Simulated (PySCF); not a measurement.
# C2H8AlFS: the cost of one run

Programs: PySCF 2.14.0, with density-fitted response routines of our own. Each step states its level of theory. These are calculated values for one molecule in the gas phase, unless marked as measured. Atoms are numbered from 0 throughout.

**1. The starting structure**

13 atoms, charge 0, multiplicity 1; geometry from: PBE0-D3(BJ)/def2-SVP.

Bonds of the start (Å): C0–S1 1.81, S1–C2 1.81, S1–Al3 2.47, Al3–F4 1.70, C0–H5 1.10, C0–H6 1.10, C0–H7 1.10, C2–H8 1.10, C2–H9 1.10, C2–H10 1.10, Al3–H11 1.59, Al3–H12 1.59.

**2. X-ray photoelectron lines: SCAN, X2C**

What the job is given:

```
{"job": {"kind": "xps"}, "charge": 0, "multiplicity": 1}
C     -0.936040    -1.303124    -0.472254
S     -0.419015    -0.292210     0.936193
C     -0.921307     1.347621     0.362918
Al     1.955208    -0.100325     0.269362
F      1.545857     0.399234    -1.307635
H     -2.030975    -1.289174    -0.556608
H     -0.453520    -0.922499    -1.383064
H     -0.594007    -2.327228    -0.270189
H     -2.016366     1.396110     0.291768
H     -0.567548     2.068609     1.111913
H     -0.442393     1.551968    -0.604759
H      2.432144    -1.616145     0.379710
H      2.454445     1.069879     1.228307
```

With the program's defaults for keys left out, this is: delta-SCF UKS SCAN, pcX-2 on the ionised atom, pcseg-1 elsewhere, spin-free X2C.

The run is started by

```console
$ OMP_NUM_THREADS=1 python probes_run.py task.json out
```

This one command runs all jobs of the session in turn.

**Question.** How long does this first job take on 1 thread of Arm Neoverse V1, shared host, and how much memory does it need?

About 42 s, with a peak of 0.61 GiB.
